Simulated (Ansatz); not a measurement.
Here is an Ansatz input file for C2H6FNSi, SMILES C=NC(F)[SiH3]. Write the same calculation for the Python package.

```yaml
crystal:
  periodic: [false, false, false]
  atoms:
    - { symbol: C, position_ang: [-1.1469, 1.4325, 1.0278] }
    - { symbol: "N", position_ang: [-0.7794, 0.866, -0.0364] }
    - { symbol: C, position_ang: [-0.0764, -0.367, 0.2534] }
    - { symbol: F, position_ang: [0.8799, -0.1353, 1.3072] }
    - { symbol: Si, position_ang: [0.9495, -0.937, -1.2236] }
    - { symbol: H, position_ang: [-1.7544, 2.4371, 0.9119] }
    - { symbol: H, position_ang: [-1.0087, 1.1146, 2.0496] }
    - { symbol: H, position_ang: [-0.7074, -1.1364, 0.5613] }
    - { symbol: H, position_ang: [1.9574, 0.0961, -1.6044] }
    - { symbol: H, position_ang: [0.0737, -1.2412, -2.348] }
    - { symbol: H, position_ang: [1.678, -2.1865, -0.8782] }
basis:
  gaussian:
    orbitals: def2-TZVP
hamiltonian:
  xc: b3lyp
output:
  orbitals: {}
  forces: true
```

`energy_c2h6fnsi.py`:
```python
from pathlib import Path

import ansatz as az
from ase import Atoms
import numpy as np

atoms = Atoms(["C", "N", "C", "F", "Si", "H", "H", "H", "H", "H", "H"], positions=[
    [-1.1469, 1.4325, 1.0278],
    [-0.7794, 0.866, -0.0364],
    [-0.0764, -0.367, 0.2534],
    [0.8799, -0.1353, 1.3072],
    [0.9495, -0.937, -1.2236],
    [-1.7544, 2.4371, 0.9119],
    [-1.0087, 1.1146, 2.0496],
    [-0.7074, -1.1364, 0.5613],
    [1.9574, 0.0961, -1.6044],
    [0.0737, -1.2412, -2.348],
    [1.678, -2.1865, -0.8782],
])
molecule = az.Crystal.molecule_from_ase(atoms)

calculation = molecule.calculation()
calculation = calculation.basis(gaussian="def2-TZVP").functional("B3LYP")
calculation = calculation.forces()
calculation = calculation.orbitals()
res = calculation.run(threads=1, backend="cpu", runs_dir="c2h6fnsi_runs")
summary = res.report

print(f"E = {summary['free_energy_ev']:.6f} eV = {summary['free_energy_ev'] / 27.211386246:.7f} Ha")
print("converged:", summary["converged"], " doubts:", summary["published_state_doubts"] or "none")

symbols = [site.symbol for site in molecule.cartesian_sites]
print("forces (eV/A)")
for symbol, f in zip(symbols, summary["forces_ev_ang"]):
    print(f"  {symbol:2s} {f[0]:9.4f} {f[1]:9.4f} {f[2]:9.4f}")

charges = summary["charge_distribution"]
print("dipole moment", round(4.803205 * float(np.linalg.norm(charges["dipole_moment_e_ang"])), 3), "D")
print("Mulliken:", [(s, round(q, 3)) for s, q in zip(symbols, charges["mulliken_charges_e"])])

lines = Path(summary["orbitals_path"]).read_text().splitlines()
field_of = lambda key: [line.split("=")[1].strip() for line in lines if line.startswith(key)]
orbitals = [(27.211386 * float(e), s, float(n)) for e, s, n in zip(field_of("Ene="), field_of("Spin="), field_of("Occup="))]
homo = max(e for e, _, n in orbitals if n > 0.5)
lumo = min(e for e, _, n in orbitals if n < 0.5)
for e, spin, n in sorted(orbitals):
    if homo - 10 < e < lumo + 5:
        print(f"{spin:6s} {e:10.3f} eV  occupation {n:.0f}")
```

```console
$ python energy_c2h6fnsi.py
E = -14258.204288 eV = -523.9793430 Ha
converged: True  doubts: none
forces (eV/A)
  C    -2.0942    3.3475   -0.8176
  N    -0.2166   -0.7191    0.9192
  C     2.3179    1.3311   -0.8704
  F    -0.4409   -0.4059   -0.0816
  Si    0.9106   -0.1137   -0.2760
  H     1.2231   -1.8722    0.2585
  H     0.3154   -0.3460    0.2200
  H    -1.3534   -1.2028    0.8097
  H    -0.2509   -0.0826    0.0919
  H    -0.3321   -0.0092   -0.3404
  H    -0.0788    0.0729    0.0865
dipole moment 1.709 D
Mulliken: [('C', -0.124), ('N', -0.2), ('C', 0.13), ('F', -0.27), ('Si', 0.271), ('H', 0.119), ('H', 0.125), ('H', 0.097), ('H', -0.041), ('H', -0.051), ('H', -0.056)]
Alpha     -16.530 eV  occupation 2
Alpha     -14.998 eV  occupation 2
Alpha     -14.299 eV  occupation 2
Alpha     -14.011 eV  occupation 2
Alpha     -12.721 eV  occupation 2
Alpha     -11.423 eV  occupation 2
Alpha     -10.841 eV  occupation 2
Alpha      -9.860 eV  occupation 2
Alpha      -9.642 eV  occupation 2
Alpha      -9.452 eV  occupation 2
Alpha      -8.529 eV  occupation 2
Alpha      -7.794 eV  occupation 2
Alpha      -1.455 eV  occupation 0
Alpha       0.526 eV  occupation 0
Alpha       0.796 eV  occupation 0
Alpha       1.236 eV  occupation 0
Alpha       1.691 eV  occupation 0
Alpha       1.801 eV  occupation 0
Alpha       2.187 eV  occupation 0
Alpha       2.578 eV  occupation 0
Alpha       2.753 eV  occupation 0
```

These settings explore the input space; basis and method may be short of convergence. The geometry is a force-field or estimated start, not a minimum of this method, and the basis set is short of its limit. Alpha marks a spatial orbital of a restricted run, filled by both spins. b3lyp holds the VWN-RPA fit, as in Gaussian; the form of ORCA and Turbomole is b3lyp5. Levels such as HOMO and LUMO are orbital energies: with these approximate functionals they aren't the ionisation energy and electron affinity, and their gap isn't the fundamental gap. It ran for 10 s on 1 thread of Arm Neoverse V1 (shared host), peak memory 0.5 GiB.

(Lines on the test bed's own set-up are left out of the output.)
